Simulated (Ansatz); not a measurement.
HPbNO4:

```
H Pb N O
1.0
     4.20407    0.00000    0.00000
     2.02172    3.83952    0.00000
     2.04686    1.27900    6.28132
H Pb N O
1 1 1 4
Direct
  0.89145 0.68202 0.62796
  0.14426 0.92872 0.88352
  0.25670 0.28861 0.30171
  0.83108 0.65056 0.78405
  0.38694 0.22380 0.11295
  0.31104 0.03576 0.45856
  0.07726 0.60633 0.32275
```

The cell was built by a generator and needn't be a form met in nature.

- Program: Ansatz 0.2.0
- Task: relaxation of cell and atoms
- Functional: LDA
- Potentials or basis: Ansatz PAW
- Cutoff: 420 eV (not typed: the program's choice for these potentials)
- k mesh: 5 × 5 × 3
- Occupations: fermi-dirac, width 0.05 eV
- Spin: no spin polarisation

At the start: volume 14.48 Å³/atom.

Q: How do energy, volume and symmetry change on relaxing?

A: It ends after 21 steps and the volume is 12.73 Å³/atom (-12.1 %); space group Cm (No. 8, to 0.05 Å).

Step by step:
| step | energy change (eV) | largest force (eV/Å) | volume (Å³) |
| --- | --- | --- | --- |
| 1 | 0.0000 | 0.8985 | 101.39 |
| 2 | -0.2038 | 0.5840 | 88.04 |
| 3 | -0.2382 | 0.2063 | 91.51 |
| 4 | -0.2443 | 0.0932 | 91.13 |
| 5 | -0.2520 | 0.0992 | 90.51 |
| 6 | -0.2544 | 0.0729 | 90.35 |
| 7 | -0.2550 | 0.0388 | 90.33 |
| 8 | -0.2550 | 0.0197 | 90.36 |
| 9 | -0.2557 | 0.0358 | 90.26 |
| 10 | -0.2549 | 0.0238 | 90.39 |
| 11 | -0.2553 | 0.0028 | 90.32 |
| 12 | -0.2201 | 0.0077 | 90.32 |
| 13 | -0.2290 | 0.0429 | 89.08 |
| 14 | -0.2285 | 0.0345 | 89.22 |
| 15 | -0.2283 | 0.0211 | 89.27 |
| 16 | -0.2284 | 0.0075 | 89.26 |
| 17 | -0.2230 | 0.0080 | 89.26 |
| 18 | -0.2238 | 0.0330 | 89.13 |
| 19 | -0.2237 | 0.0326 | 89.14 |
| 20 | -0.2237 | 0.0047 | 89.14 |
| 21 | -0.2231 | 0.0045 | 89.14 |

Final structure:
```xyz
7
Lattice="4.0789 0.0291 0.0092 1.9881 3.5856 -0.0347 2.0086 1.1398 6.1110" Properties=species:S:1:pos:R:3 pbc="T T T"
H     6.2642    3.1637    3.7141
Pb    4.2069    4.4103    5.3666
N     2.2238    1.3737    1.8786
O     6.2616    3.2585    4.7071
O     2.2369    0.8745    0.7189
O     2.2391    0.6230    2.8610
O     2.1952    2.6080    1.9986
```

Caveat: the plane-wave basis is chosen anew once the cell has moved, so the energies of steps on either side of that aren't comparable; the pressure holds a Pulay correction of +0.9 GPa for the finite cutoff; the PAW data sets come from PBE, with cores solved anew for the run's functional, which leaves a small shift of forces and pressure.
